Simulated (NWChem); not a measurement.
**One shape, several levels: C2H4BO+ (SMILES CBC#[O+])**

Wanted: a comparison of 6 runs (HF/STO-3G, HF/3-21G, TPSSh/6-31+G*, B3LYP/6-31G*, MP2/def2-SVP) of C2H4BO+. 

The results are computed with NWChem 7.3.0.

## Step 1: The molecule

C2H4BO+ has 8 atoms, charge +1, and is taken as a singlet. As SMILES, `CBC#[O+]`. The shape is that of a GFN2-xTB optimisation.

Bond lengths: C1–B2 1.531 Å, B2–C3 1.524 Å, C3–O4 1.112 Å, C1–H5 1.098 Å, C1–H6 1.099 Å, C1–H7 1.086 Å, B2–H8 1.169 Å. Angles: C1–B2–C3 120.8°, B2–C3–O4 179.3°, C1–B2–H8 123.5°, C3–B2–H8 115.7°, B2–C1–H5 110.2°, B2–C1–H6 110.1°, B2–C1–H7 117.2°, H5–C1–H6 100.0°, H5–C1–H7 109.0°, H6–C1–H7 108.9°.

## Step 2: Energy and gradient at HF/STO-3G (run 1)

The input, mol.nw:

```
start mol
memory total 2200 mb
charge 1
geometry noautosym nocenter noautoz
C       -0.484190       0.819690      -0.312530
B       -0.171470      -0.568540       0.253190
C        1.266320      -1.064270       0.355970
O        2.310990      -1.436340       0.438930
H       -1.203580       0.738760      -1.138360
H       -1.082760       1.395270       0.406620
H        0.356630       1.425990      -0.634940
H       -0.991930      -1.310570       0.631130
end
basis spherical bse
C library STO-3G
B library STO-3G
O library STO-3G
H library STO-3G
end
scf
singlet
rhf
thresh 1e-08
maxiter 80
noprint "final vectors analysis"
end
task scf gradient
```

Launch:

```console
nwchem mol.nw > mol.out
```

Standard output:

```text
[...]
  functions       =    24
[...]
  wavefunction    = RHF
[...]
         Total SCF energy =   -175.107134722555
      One-electron energy =   -411.136927615722
      Two-electron energy =    144.174533781887
 Nuclear repulsion energy =     91.855259111279
        Time for solution =      0.9s
[...]
                         RHF ENERGY GRADIENTS
    atom               coordinates                        gradient
                 x          y          z           x          y          z
   1 C      -0.914986   1.548989  -0.590596    0.012726  -0.023648   0.008751
   2 B      -0.324031  -1.074385   0.478460    0.071949  -0.018878   0.002658
   3 C       2.392998  -2.011179   0.672686    0.025149  -0.006987   0.001146
   4 O       4.367138  -2.714289   0.829457   -0.087878   0.030489  -0.006509
   5 H      -2.274436   1.396054  -2.151188   -0.008268   0.007593   0.000612
   6 H      -2.046120   2.636678   0.768400   -0.008730   0.005501  -0.004641
   7 H       0.673933   2.694730  -1.199863    0.000500   0.002392  -0.000949
   8 H      -1.874476  -2.476618   1.192663   -0.005447   0.003539  -0.001068
[...]
```

It took 1.7 s on 1 thread of Intel Xeon Platinum 8488C (Sapphire Rapids), shared host; peak memory 0.097 GiB.

## Step 3: Energy and forces at HF/3-21G (run 2)

The input, work.nw:

```
start work
title "C2H4BO hf"
memory stack 880 mb heap 220 mb global 1100 mb
charge 1

geometry noautosym nocenter noautoz
 C    -0.484190    0.819690   -0.312530
 B    -0.171470   -0.568540    0.253190
 C     1.266320   -1.064270    0.355970
 O     2.310990   -1.436340    0.438930
 H    -1.203580    0.738760   -1.138360
 H    -1.082760    1.395270    0.406620
 H     0.356630    1.425990   -0.634940
 H    -0.991930   -1.310570    0.631130
end

basis spherical bse
 * library 3-21G
end

scf
 thresh 1e-08
 maxiter 80
end

task scf gradient
```

Launch:

```console
nwchem work.nw > work.out
```

Standard output:

```text
[...]
  functions       =    44
[...]
  wavefunction    = RHF
[...]
         Total SCF energy =   -176.322948117161
      One-electron energy =   -412.366363630593
      Two-electron energy =    144.188156402153
 Nuclear repulsion energy =     91.855259111279
        Time for solution =      1.0s
[...]
                         RHF ENERGY GRADIENTS
    atom               coordinates                        gradient
                 x          y          z           x          y          z
   1 C      -0.914986   1.548989  -0.590596    0.001309  -0.011451   0.004557
   2 B      -0.324031  -1.074385   0.478460    0.054772  -0.020081   0.004477
   3 C       2.392998  -2.011179   0.672686   -0.057687   0.022282  -0.005419
   4 O       4.367138  -2.714289   0.829457    0.009025  -0.003769   0.001103
   5 H      -2.274436   1.396054  -2.151188   -0.004533   0.004119   0.001537
   6 H      -2.046120   2.636678   0.768400   -0.004938   0.002149  -0.003330
   7 H       0.673933   2.694730  -1.199863    0.003391   0.000150  -0.000245
   8 H      -1.874476  -2.476618   1.192663   -0.001340   0.006600  -0.002681
[...]
```

Run time: 1.9 s. Hardware: 1 thread of Intel Xeon Platinum 8488C (Sapphire Rapids), shared host; peak memory 0.099 GiB.

Runs 3 to 5 aren't shown in full; the table further down has their settings and results.

## Step 4: Energy and gradient at MP2/def2-SVP (run 6)

The input, run.py:

```python
from ase import Atoms
from ase.calculators.nwchem import NWChem

system = Atoms('CBCOHHHH', positions=[
    [-0.484190, 0.819690, -0.312530],
    [-0.171470, -0.568540, 0.253190],
    [1.266320, -1.064270, 0.355970],
    [2.310990, -1.436340, 0.438930],
    [-1.203580, 0.738760, -1.138360],
    [-1.082760, 1.395270, 0.406620],
    [0.356630, 1.425990, -0.634940],
    [-0.991930, -1.310570, 0.631130],
])

calc = NWChem(
    label='a',
    theory='mp2',
    memory='2200 mb',
    basis='def2-SVP',
    basispar='spherical bse',
    charge=1,
    scf={'nopen': '0', 'rhf': None, 'thresh': '1e-08', 'maxiter': '80', 'print': 'low'},
    mp2={'freeze': 'core 4', 'tight': None},
)
system.calc = calc

forces = system.get_forces()
e = system.get_potential_energy()
print(f"E = {e:.6f} eV")
print("forces (eV/A):")
for s, f in zip(system.symbols, forces):
    print(f"{s:2s} {f[0]:10.5f} {f[1]:10.5f} {f[2]:10.5f}")
```

Launch:

```console
export ASE_NWCHEM_COMMAND="nwchem PREFIX.nwi > PREFIX.nwo"
python run.py
```

Standard output:

```text
E = -4835.327203 eV
forces (eV/A):
C     0.36566    0.13493   -0.07657
B    -2.43473    1.45401   -0.43549
C     0.02617   -0.06273    0.02525
O     2.28838   -0.77899    0.16177
H    -0.14023   -0.30648   -0.27814
H    -0.08248   -0.01337    0.42428
H     0.26040    0.20759   -0.11148
H    -0.28318   -0.63506    0.29038
```

The calculator wrote a.nwi:

```
title "a"

permanent_dir a

scratch_dir a

start a

geometry units angstrom nocenter noautosym noautoz
  C  -4.8419000000000001e-01 8.1969000000000003e-01 -3.1252999999999997e-01
  B  -1.7147000000000001e-01 -5.6854000000000005e-01 2.5319000000000003e-01
  C  1.2663199999999999e+00 -1.0642700000000000e+00 3.5597000000000001e-01
  O  2.3109899999999999e+00 -1.4363400000000000e+00 4.3892999999999999e-01
  H  -1.2035800000000001e+00 7.3875999999999997e-01 -1.1383600000000000e+00
  H  -1.0827599999999999e+00 1.3952700000000000e+00 4.0661999999999998e-01
  H  3.5663000000000000e-01 1.4259900000000001e+00 -6.3493999999999995e-01
  H  -9.9192999999999998e-01 -1.3105700000000000e+00 6.3112999999999997e-01
end

charge 1

memory 2200 mb

basis spherical bse noprint
   * library def2-SVP
end

scf
  nopen 0
  rhf
  thresh 1e-08
  maxiter 80
  print low
end
mp2
  freeze core 4
  tight
end

task mp2 gradient
```

a.nwo, shortened:

```text
[...]
         Total SCF energy =   -177.180444528716
      One-electron energy =   -413.860758107169
      Two-electron energy =    144.825054467174
 Nuclear repulsion energy =     91.855259111279
[... 81 lines left out ...]
 CPHF converged to   2.7D-07 in   12 iters
[... 3 lines left out ...]
                Dipole Moments (a.u.)
[...]
                         mp2 ENERGY GRADIENTS
    atom               coordinates                        gradient
                 x          y          z           x          y          z
   1 C      -0.914986   1.548989  -0.590596   -0.007111  -0.002624   0.001489
   2 B      -0.324031  -1.074385   0.478460    0.047348  -0.028276   0.008469
   3 C       2.392998  -2.011179   0.672686   -0.000509   0.001220  -0.000491
[... 4 lines of this table left out ...]
   8 H      -1.874476  -2.476618   1.192663    0.005507   0.012350  -0.005647
[...]
```

Run time: 16 s. Hardware: 1 thread of Intel Xeon Platinum 8488C (Sapphire Rapids), shared host; peak memory 0.19 GiB.

## Step 5: All runs side by side

```
run                                level  iteration cap  module  energy (Eh)  largest force (eV/Å)  wall time
  1                            HF/STO-3G             80     scf  -175.107135                 4.795      1.7 s
  2                             HF/3-21G             80     scf  -176.322948                 3.192      1.9 s
  3  TPSSh/6-31+G* (spherical functions)            100     dft  -178.378784                 2.356       49 s
  4   B3LYP/6-31G* (spherical functions)            100     dft  -178.367480                 2.336       25 s
  5   B3LYP/6-31G* (Cartesian functions)            100     dft  -178.370660                 2.338       26 s
  6                         MP2/def2-SVP             80     mp2  -177.694999                 2.869       16 s
```

## Step 6: Outcome

```
                                          quantity          value
                               run 6: total energy  -177.69500 Eh
run 6: correlation energy (4 core orbitals frozen)     -514.6 mEh
                   run 6: largest force on an atom     2.869 eV/Å
```

In words: Over runs 2, 4, 5 the HOMO–LUMO gap runs from 5.41 eV (B3LYP/6-31G*) to 13.37 eV (HF/3-21G). The two ends differ in method and basis. Totals of different functionals can't be ranked against each other. In run 1 the basis is minimal, so the values are rough. All runs together took 2 min, the longest 49 s.
